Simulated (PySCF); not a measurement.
# How the numerical set-up moves the result for IrCl3⁺ (quartet)

Which parts of the numerical set-up matter for IrCl3⁺ (quartet)? Each run edits the base script.

Program: PySCF 2.14.0. Level of theory: method and basis as typed in the scripts. These are calculated values, not measurements.

5 further runs of the same task are left out: 1 for a known fault of the program, 4 that didn't finish.

### Step 1. Starting geometry

IrCl3⁺ (quartet): 4 atoms, charge 1, spin multiplicity 4.

Bond lengths: Ir1–Cl2 2.201 Å, Ir1–Cl3 2.163 Å, Ir1–Cl4 2.201 Å. Angles: Cl2–Ir1–Cl3 106.3°, Cl2–Ir1–Cl4 147.3°, Cl3–Ir1–Cl4 106.3°.

### Step 2. Base script

Input file input.py:

```python
from pyscf import gto, dft

mol = gto.M(
    atom='Ir 0.0531 -0.0946 0; Cl 2.1975 0.3995 0; Cl -1.0057 1.7917 0; Cl -1.4856 -1.6679 0',
    basis='sbkjc',
    ecp={'Ir': 'sbkjc', 'Cl': 'sbkjc'},
    charge=1,
    spin=3,
    verbose=4,
)
mf = dft.UKS(mol, xc='scan')
mf.kernel()
mf.dip_moment()
print('orbital energies (hartree):', [e[max(0, n-3):n+3].round(4) for e, n in zip(mf.mo_energy, mol.nelec)])
```

Command:

```bash
OMP_NUM_THREADS=1 python input.py
```

The log of this run is left out.

It gives: E(SCF) = -149.302887 Eh, ⟨S²⟩ = 3.757.

The dipole of an ion depends on the origin. No search for the lowest state was made; open d or f shells can end in a higher solution. The quartet is typed in the script; nothing here shows that it is the ground state.

### Step 3. Integration grid 1

Run 1 changes integration grid: default → 1.

Input file input.py:

```python
from pyscf import gto, dft

mol = gto.M(
    atom='Ir 0.0531 -0.0946 0; Cl 2.1975 0.3995 0; Cl -1.0057 1.7917 0; Cl -1.4856 -1.6679 0',
    basis='sbkjc',
    ecp={'Ir': 'sbkjc', 'Cl': 'sbkjc'},
    charge=1,
    spin=3,
    verbose=4,
)
mf = dft.UKS(mol, xc='scan')
mf.grids.level = 1
mf.kernel()
mf.dip_moment()
print('orbital energies (hartree):', [e[max(0, n-3):n+3].round(4) for e, n in zip(mf.mo_energy, mol.nelec)])
```

Command:

```bash
OMP_NUM_THREADS=1 python input.py
```

### Step 4. Def2-svp

Run 2 changes basis set: sbkjc → def2-svp. The core potential changes with it: totals don't compare.

Edit input.py of step 2 so:

```diff
@@ -4,4 +4,4 @@
     atom='Ir 0.0531 -0.0946 0; Cl 2.1975 0.3995 0; Cl -1.0057 1.7917 0; Cl -1.4856 -1.6679 0',
-    basis='sbkjc',
-    ecp={'Ir': 'sbkjc', 'Cl': 'sbkjc'},
+    basis='def2-svp',
+    ecp={'Ir': 'def2-svp'},
     charge=1,
```

**Question.** What will these runs give? Wanted: for each run, E(SCF); from base; gap, α spin.

As calculated:

```
               run  E(SCF) (hartree)  from base (eV)  cycles  gap, α spin (eV)  functions
              base       -149.302887               0      18              1.34         55
integration grid 1       -149.302994         -0.0029      18              1.33         55
          def2-svp      -1484.353325  not comparable      13              1.41         86
```

**Reading.** Total energies from different bases, Hamiltonians or methods carry different errors, so properties are taken as differences within one set-up.
